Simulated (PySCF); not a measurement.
# CH3Te: the cost of one run

Programs: PySCF 2.14.0, with routines of our own; each step states its level. All values are computed. Atoms count from 0.

## (1) The starting structure

5 atoms, charge -1, multiplicity 1; geometry from: GFN2-xTB.

## (2) NMR shieldings: PBE/pcJ-1 Te:dyall-v2z, spin–orbit

What the job is given:

```
{"job": {"kind": "hnmr", "xc": "PBE", "basis": {"default": "pcJ-1", "Te": "dyall-v2z"}, "rel": "so"}, "charge": -1, "multiplicity": 1}
C     -0.178803    -0.004853    -0.006049
Te     1.958213     0.057756     0.025688
H     -0.601098    -0.155386     0.994010
H     -0.611961     0.923478    -0.395471
H     -0.557728    -0.818143    -0.635364
```

Level: PBE/pcJ-1 Te:dyall-v2z GIAO NMR shielding, X2C with spin-orbit coupling, screened-nuclear two-electron part, Gaussian nuclei, gas phase.

Command:

```sh
$ OMP_NUM_THREADS=1 python heavy_run.py task.json out
```

The driver reads the jobs from task.json and runs them one after another.

**Question.** How long does this first job take on 1 thread of Intel Xeon 6975P-C, shared host, and how much memory does it need?

About 12 s, with a peak of 0.68 GiB.
